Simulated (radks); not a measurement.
# Valence configurations of Nb

NIST gives [Kr] 4d4 5s1 as the ground configuration of Nb. Does this level of theory agree? Several fillings of the valence shells are run.

Method: scalar-relativistic Kohn-Sham, LDA (Slater exchange, Perdew-Wang correlation), spin-unpolarised, spherical densities, point nucleus. Code: radks (a radial shooting solver on a logarithmic mesh, Libxc functionals) version 1.

## Step 1: The atom as given

- element: niobium (Z = 41)
- charge: 0
- electrons: 41
- configuration: [Kr] 4d4 5s1
- others tried: 4d5; 4d3.5 5s1.5; 4d3 5s2; 4d3.5 5s0.5 5p1; 4d3 5s1 5p1; 4d4 5s0.5 5p0.5; 4d4 5p1; 4d3 5s0.5 5p1.5; 4d4.5 5s0.5

The outer shells:

Nb
```
[Kr] core
4d [↑ ][↑ ][↑ ][↑ ][  ]
5s [↑ ]
```

## Step 2: [Kr] 4d4 5s1

Settings of this run:

```text
Z 41
configuration [Kr] 4d4 5s1
relativity scalar-relativistic
functional lda,pw
spin unpolarised
nucleus point
c 137.035999084
```

## Step 3: [Kr] 4d5

Settings of this run:

```text
Z 41
configuration [Kr] 4d5
relativity scalar-relativistic
functional lda,pw
spin unpolarised
nucleus point
c 137.035999084
```

## Step 4: [Kr] 4d3.5 5s1.5

Settings of this run:

```text
Z 41
configuration [Kr] 4d3.5 5s1.5
relativity scalar-relativistic
functional lda,pw
spin unpolarised
nucleus point
c 137.035999084
```

## Step 5: [Kr] 4d3 5s2

Settings of this run:

```text
Z 41
configuration [Kr] 4d3 5s2
relativity scalar-relativistic
functional lda,pw
spin unpolarised
nucleus point
c 137.035999084
```

## Step 6: [Kr] 4d3.5 5s0.5 5p1

Settings of this run:

```text
Z 41
configuration [Kr] 4d3.5 5s0.5 5p1
relativity scalar-relativistic
functional lda,pw
spin unpolarised
nucleus point
c 137.035999084
```

## Step 7: [Kr] 4d3 5s1 5p1

Settings of this run:

```text
Z 41
configuration [Kr] 4d3 5s1 5p1
relativity scalar-relativistic
functional lda,pw
spin unpolarised
nucleus point
c 137.035999084
```

## Step 8: [Kr] 4d4 5s0.5 5p0.5

Settings of this run:

```text
Z 41
configuration [Kr] 4d4 5s0.5 5p0.5
relativity scalar-relativistic
functional lda,pw
spin unpolarised
nucleus point
c 137.035999084
```

## Step 9: [Kr] 4d4 5p1

Settings of this run:

```text
Z 41
configuration [Kr] 4d4 5p1
relativity scalar-relativistic
functional lda,pw
spin unpolarised
nucleus point
c 137.035999084
```

## Step 10: [Kr] 4d3 5s0.5 5p1.5

Settings of this run:

```text
Z 41
configuration [Kr] 4d3 5s0.5 5p1.5
relativity scalar-relativistic
functional lda,pw
spin unpolarised
nucleus point
c 137.035999084
```

## Step 11: [Kr] 4d4.5 5s0.5

Settings of this run:

```text
Z 41
configuration [Kr] 4d4.5 5s0.5
relativity scalar-relativistic
functional lda,pw
spin unpolarised
nucleus point
c 137.035999084
```

**Question.** What will these runs give? Wanted: for each run, valence; E − E(NIST configuration); highest level; its energy; 1s shift.

As calculated:

```csv
valence,E − E(NIST configuration) (eV),highest level,its energy (eV),1s shift (eV)
4d3 5s2,-0.556,4d,-4.777,-2.43
4d3.5 5s1.5,-0.392,4d,-3.938,-1.13
4d4 5s1,0.000,4d,-3.208,+0.00
4d4.5 5s0.5,0.582,4d,-2.593,+0.95
4d5,1.320,4d,-2.097,+1.73
4d4 5s0.5 5p0.5,1.502,5p,-1.587,-0.64
4d3.5 5s0.5 5p1,2.815,5p,-2.031,-2.41
4d3 5s1 5p1,2.825,5p,-2.190,-3.74
4d4 5p1,3.045,5p,-1.888,-1.24
4d3 5s0.5 5p1.5,4.582,5p,-2.454,-4.35
```

In words: This level puts 4d3 5s2 lowest, 0.556 eV under the NIST configuration. The energies are those of spherical spin-averaged densities, not of single terms. The 1s eigenvalue shifts by up to 4.35 eV as the valence charge is rearranged.
